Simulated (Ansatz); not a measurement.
**C2F5 radical: up Jacob's ladder to CCSD(T)**

Aim: compute C2F5 radical with functionals from several rungs and with coupled cluster. The yardstick is the atomisation energy at the CCSD(T) limit.

Method: functionals in def2-TZVPP, the program's frozen cores in correlated methods; program: Ansatz 0.2.0, Gaussian basis.

Plan: LDA (SPW92), PBE-D4, revPBE-D4, BLYP-D4, r2SCAN-D4, B97M-V, PBE0-D4, B3LYP-D4, r2SCANh-D4, r2SCAN0-D4, HSE06-D4, BHLYP-D4, CAM-B3LYP-D4, LC-ωPBE, ωB97X-V, ωB97M-V, B2PLYP, PBE-QIDH; CCSD(T)/def2-SVP; CCSD(T)/def2-TZVPP; MP2/def2-QZVPP; extrapolation to the limit; RPA on PBE.

### Step 1. The geometry

The geometry comes from an earlier relaxation with PBE0-D4 in a triple-zeta def2 set; it is a stationary point, not always the lowest conformer.

SMILES `F[C](F)C(F)(F)F`, 7 atoms, charge 0, spin multiplicity 2.

Atoms are counted from 1 here; the program's logs count them from 0.

Bond lengths: F1–C2 1.312 Å, C2–F3 1.312 Å, C2–C4 1.514 Å, C4–F5 1.327 Å, C4–F6 1.327 Å, C4–F7 1.338 Å. Angles: F1–C2–F3 112.2°, F1–C2–C4 114.4°, F3–C2–C4 114.4°, C2–C4–F5 109.7°, C2–C4–F6 109.7°, C2–C4–F7 111.7°, F5–C4–F6 109.4°, F5–C4–F7 108.1°, F6–C4–F7 108.1°.

### Step 2. LDA

This LDA is Slater exchange with PW92 correlation.

in.yaml

```yaml
crystal:
  periodic: [false, false, false]
  atoms:
    - {symbol: F, position_ang: [1.564704, -0.877726, 0.484557]}
    - {symbol: C, position_ang: [0.327997, -0.498129, 0.704389]}
    - {symbol: F, position_ang: [-0.464186, -1.512673, 0.959362]}
    - {symbol: C, position_ang: [-0.216727, 0.480141, -0.314955]}
    - {symbol: F, position_ang: [0.596082, 1.524248, -0.412861]}
    - {symbol: F, position_ang: [-1.420548, 0.893610, 0.059574]}
    - {symbol: F, position_ang: [-0.326022, -0.077472, -1.525766]}
basis:
  gaussian: {orbitals: def2-TZVPP}
magnetization: {spin_polarized: true, initial_magnetization: 1}
hamiltonian: {xc: lda}
output: {orbitals: {seedname: orbitals}}
```

On the command line:

```sh
$ ansatz run in.yaml --threads 2 --pin off --events-out ev --progress --plain --max-ram 32768MiB --backend cpu
```

The runs that follow: PBE-D4 (GGA); revPBE-D4 (GGA); BLYP-D4 (GGA); r2SCAN-D4 (meta-GGA); B97M-V (meta-GGA); PBE0-D4 (hybrid); B3LYP-D4 (hybrid); r2SCANh-D4 (hybrid); r2SCAN0-D4 (hybrid); HSE06-D4 (hybrid); BHLYP-D4 (hybrid); CAM-B3LYP-D4 (range-separated); LC-ωPBE (range-separated); ωB97X-V (range-separated); ωB97M-V (range-separated); B2PLYP (double hybrid); PBE-QIDH (double hybrid); CCSD(T) in def2-SVP; CCSD(T) in def2-TZVPP; MP2 in def2-QZVPP; RPA on PBE orbitals.

Before running them: what should the planned runs give, taken together? Wanted: atomisation energy, CCSD(T)/CBS; farthest beyond LDA; mean size of error, GGA; mean size of error, meta-GGA; mean size of error, hybrid; mean size of error, range-separated; mean size of error, double hybrid; gap, smallest and largest; T1 diagnostic.

As calculated:

| quantity | value |
| --- | --- |
| atomisation energy, CCSD(T)/CBS | 661.0 kcal/mol |
| functionals within 3.3 kcal/mol (0.5 %) | B3LYP-D4, PBE-QIDH |
| farthest beyond LDA | PBE-D4 (+49.3 kcal/mol) |
| mean size of error, GGA | 25.5 kcal/mol |
| mean size of error, meta-GGA | 9.7 kcal/mol |
| mean size of error, hybrid | 15.6 kcal/mol |
| mean size of error, range-separated | 10.9 kcal/mol |
| mean size of error, double hybrid | 2.8 kcal/mol |
| gap, smallest and largest | 1.59 eV (LDA (SPW92)), 10.75 eV (LC-ωPBE) |
| T1 diagnostic | 0.0140 |
| triples share of the correlation energy | 3.1 % |

In words: LDA overbinds by 178.2 kcal/mol (27 %). PBE-D4 misses by +49.3 kcal/mol. Double hybrids carry the basis error of their MP2 part in triple zeta, and no dispersion term here, so their miss is partly the set-up's. Taken by rung, double hybrid functionals do best (2.8 kcal/mol on average) and GGA ones worst beyond LDA (25.5 kcal/mol). RPA and LDA stand outside this count. Misses under about 3.3 kcal/mol are within the doubt on the reference itself, which lacks core-valence correlation, relativity and higher excitations. Hartree-Fock recovers 66 % of the binding; the rest is correlation. CCSD(T) in def2-SVP is off by -31.8 kcal/mol, worse than the median functional, from the basis alone. The gap grows from 1.6 to 10.7 eV across the functionals, mostly with the share of exact exchange.
